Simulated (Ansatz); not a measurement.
A first try at a single point from an input written key by key of FH4IOSi2, SMILES O[Si](F)([SiH3])I, using the Ansatz DFT code, driven from Python.

Contents of `input.yaml`:
```yaml
crystal:
  periodic: [false, false, false]
  atoms:
    - { symbol: O, position_ang: [-0.4998, 1.88, 0.1165] }
    - { symbol: Si, position_ang: [0.1602, 0.5684, -0.5464] }
    - { symbol: F, position_ang: [1.665, 0.9619, -0.8201] }
    - { symbol: Si, position_ang: [0.0523, -1.2725, 0.8148] }
    - { symbol: I, position_ang: [-0.8962, 0.1657, -2.7339] }
    - { symbol: H, position_ang: [-0.263, 2.7761, -0.2995] }
    - { symbol: H, position_ang: [-1.4224, -1.6344, 1.065] }
    - { symbol: H, position_ang: [0.6722, -2.4558, 0.1987] }
    - { symbol: H, position_ang: [0.6202, -1.0356, 2.1878] }
  charge: 1
basis:
  gaussian: { orbitals: def2-SVP }
correlation:
  method: mp2
output:
  forces: true
```

The script, `deck_fh4iosi2.py`:
```python
'''Run FH4IOSi2 from an input written out key by key.'''

import ansatz as az
import numpy as np

session = az.Session.from_deck('input.yaml')
r = session.plan(threads=1).execute().report

for key in ('converged', 'free_energy_ev', 'reference_energy_ev', 'n_frozen', 'n_occupied', 'n_virtual'):
    print(f'{key:22s} {r[key]}')
symbols = ['O', 'Si', 'F', 'Si', 'I', 'H', 'H', 'H', 'H']
print('correlation energy', round(r['free_energy_ev'] - r['reference_energy_ev'], 5), 'eV')
cluster = r['correlation'].get('coupled_cluster')
if cluster:
    print('cycles', cluster['cycles'], ' T1 diagnostic', round(cluster['t1_diagnostic'], 4), ' largest double', round(cluster['largest_double'], 4))
state = r['mean_field']['state']
print(f'mean field: {state["energy"]["hartree"]:.7f} Ha, <S^2> = {abs(state["spin_squared"]):.4f}, stability: {state.get("stability", {}).get("kind")}')

forces = np.array(r['forces_ev_ang'])
print('largest force', round(float(np.linalg.norm(forces, axis=1).max()), 4), 'eV/A, rms', round(float(np.sqrt((forces ** 2).mean())), 4))
charges = r['charge_distribution']
dipole = np.array(charges['dipole_moment_e_ang']) * 4.803205
print('dipole (D): {:.3f} {:.3f} {:.3f}, length {:.3f}'.format(*dipole, np.linalg.norm(dipole)))
print('atom  Mulliken   Lowdin')
for symbol, m, l in zip(symbols, charges['mulliken_charges_e'], charges['lowdin_charges_e']):
    print(f'{symbol:4s} {m:9.3f} {l:8.3f}')
```

`python deck_fh4iosi2.py` gives:
```text
Traceback (most recent call last):
  File "deck_fh4iosi2.py", line 6, in <module>
    session = az.Session.from_deck('input.yaml')
ansatz.RefusalError: YAML parse error: error: line 13 column 3: unknown field `charge`, expected one of checkpoint, saddle_side, structure_sha256, lattice, periodic, space_group, setting, atoms, reduce_to_primitive, conventional_axes, supercell, defects, symmetry, host
  --> <input>:13:3
   |
11 |     - { symbol: H, position_ang: [0.6722, -2.4558, 0.1987] }
12 |     - { symbol: H, position_ang: [0.6202, -1.0356, 2.1878] }
13 |   charge: 1
   |   ^ unknown field `charge`, expected one of checkpoint, saddle_side, structure_sha256, lattice, periodic, space_group, setting, atoms, reduce_to_primitive, conventional_axes, supercell, defects, symmetry, host
14 | basis:
15 |   gaussian: { orbitals: def2-SVP }
   |
```

Find the fault and give the corrected script.

The fault: charge in wrong section. The correction:

```diff
--- input.yaml
+++ input.yaml
@@ -13 +12,0 @@
-  charge: 1
```

After the fix:

```console
$ python deck_fh4iosi2.py
converged              True
free_energy_ev         -28616.62599601309
reference_energy_ev    -28598.09283904557
n_frozen               16
n_occupied             [21, 21]
n_virtual              [73, 73]
correlation energy -18.53316 eV
mean field: -1050.9605274 Ha, <S^2> = 0.0000, stability: minimum
largest force 3.0856 eV/A, rms 0.9905
dipole (D): 0.263 0.854 0.743, length 1.161
atom  Mulliken   Lowdin
O       -0.447    0.019
Si       0.800   -0.105
F       -0.359   -0.007
Si       0.264    0.237
I       -0.267    0.012
H        0.247    0.058
H       -0.080   -0.071
H       -0.079   -0.072
H       -0.079   -0.072
```

Total energies depend on the basis set; only differences at equal settings carry meaning. The geometry is a force-field or estimated start, not a minimum of this method, and the basis set is short of its limit. The Löwdin charges here are taken after orthogonalising the functions within each atom; they differ from plain Löwdin charges, and their signs can be unphysical. Timing: 6.3 s on 1 thread of Arm Neoverse V2 (shared host), peak memory 0.33 GiB.
